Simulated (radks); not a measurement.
# Sm with its nuclear charge varied continuously

What is the energy between the elements? 62 electrons are held in [Xe] 4f6 6s2 while Z is changed in small steps.

Program: radks (a radial shooting solver on a logarithmic mesh, Libxc functionals) version 1. Level of theory: scalar-relativistic Kohn-Sham, BLYP, spin-polarised, spherical densities, finite nucleus; open shells are filled with parallel spins first. These are calculated values, not measurements, unless marked.

**1. The system**

```
element            : samarium (Z = 62)
charge             : 0
electrons          : 62
configuration      : [Xe] 4f6 6s2
nuclear rms radius : 5.0819 fm
```

Outer shells as boxes (Hund's rule):

Sm
```
[Xe] core
4f [↑ ][↑ ][↑ ][↑ ][↑ ][↑ ][  ]
6s [↑↓]
```

**2. Z = 62**

The run's settings:

```text
Z 62
configuration [Xe] 4f6 6s2
relativity scalar-relativistic
functional b88,lyp
spin polarised
nucleus finite rms 5.0819 fm
c 137.035999084
```

**3. Z = 61.8**

Settings, as their differences from step 2:

```diff
@@ -1,2 +1,2 @@
-Z 62
+Z 61.8
 configuration [Xe] 4f6 6s2
```

**4. Z = 61.9**

Settings, as their differences from step 3:

```diff
@@ -1,2 +1,2 @@
-Z 61.8
+Z 61.9
 configuration [Xe] 4f6 6s2
```

**5. Z = 62.1**

Settings, as their differences from step 4:

```diff
@@ -1,2 +1,2 @@
-Z 61.9
+Z 62.1
 configuration [Xe] 4f6 6s2
```

**6. Z = 62.2**

Settings, as their differences from step 5:

```diff
@@ -1,2 +1,2 @@
-Z 62.1
+Z 62.2
 configuration [Xe] 4f6 6s2
```

**7. Z = 62.3**

Settings, as their differences from step 6:

```diff
@@ -1,2 +1,2 @@
-Z 62.2
+Z 62.3
 configuration [Xe] 4f6 6s2
```

**8. Z = 62.4**

Settings, as their differences from step 7:

```diff
@@ -1,2 +1,2 @@
-Z 62.3
+Z 62.4
 configuration [Xe] 4f6 6s2
```

**9. Z = 62.5**

Settings, as their differences from step 8:

```diff
@@ -1,2 +1,2 @@
-Z 62.4
+Z 62.5
 configuration [Xe] 4f6 6s2
```

**10. Z = 62.6**

Settings, as their differences from step 9:

```diff
@@ -1,2 +1,2 @@
-Z 62.5
+Z 62.6
 configuration [Xe] 4f6 6s2
```

**11. Z = 62.7**

Settings, as their differences from step 10:

```diff
@@ -1,2 +1,2 @@
-Z 62.6
+Z 62.7
 configuration [Xe] 4f6 6s2
```

**12. Z = 62.8**

Settings, as their differences from step 11:

```diff
@@ -1,2 +1,2 @@
-Z 62.7
+Z 62.8
 configuration [Xe] 4f6 6s2
```

**13. Z = 62.9**

Settings, as their differences from step 12:

```diff
@@ -1,2 +1,2 @@
-Z 62.8
+Z 62.9
 configuration [Xe] 4f6 6s2
```

**14. Z = 63**

Settings, as their differences from step 13:

```diff
@@ -1,2 +1,2 @@
-Z 62.9
+Z 63
 configuration [Xe] 4f6 6s2
```

**Question.** What will these runs give? Wanted: for each run, Z; E; E(electron-nucleus)/Z; highest level; its energy; <r>.

**Answer**, as computed:

```csv
Z,E (hartree),E(electron-nucleus)/Z (hartree),highest level,its energy (eV),<r> (bohr)
61.8,-10345.4085,-407.508,4f up,-0.989,1.035
61.9,-10386.4243,-408.470,4f up,-2.147,1.014
62,-10427.5376,-409.431,6s down,-3.313,4.387
62.1,-10468.7482,-410.391,6s down,-3.881,4.285
62.2,-10510.0560,-411.350,6s down,-4.470,4.190
62.3,-10551.4610,-412.308,6s down,-5.079,4.102
62.4,-10592.9632,-413.267,6s down,-5.706,4.020
62.5,-10634.5625,-414.225,6s down,-6.351,3.944
62.6,-10676.2589,-415.182,6s down,-7.014,3.872
62.7,-10718.0524,-416.140,6s down,-7.693,3.804
62.8,-10759.9430,-417.097,6s down,-8.389,3.740
62.9,-10801.9306,-418.055,6s down,-9.100,3.680
63,-10844.0154,-419.012,6s down,-9.827,3.622
```

What this shows: At Z = 62 the central difference of E is -411.619 hartree, against -409.431 from the Hellmann-Feynman theorem; the scalar-relativistic energy here is not variational, so the two differ by a part that grows with Z. The top level goes from -0.989 eV at Z = 61.8 to -9.827 eV at Z = 63. Between Z = 61.9 and 62 the top level changes from 4f up to 6s down, so the curve of the top level has a kink there, while E(Z) stays smooth.
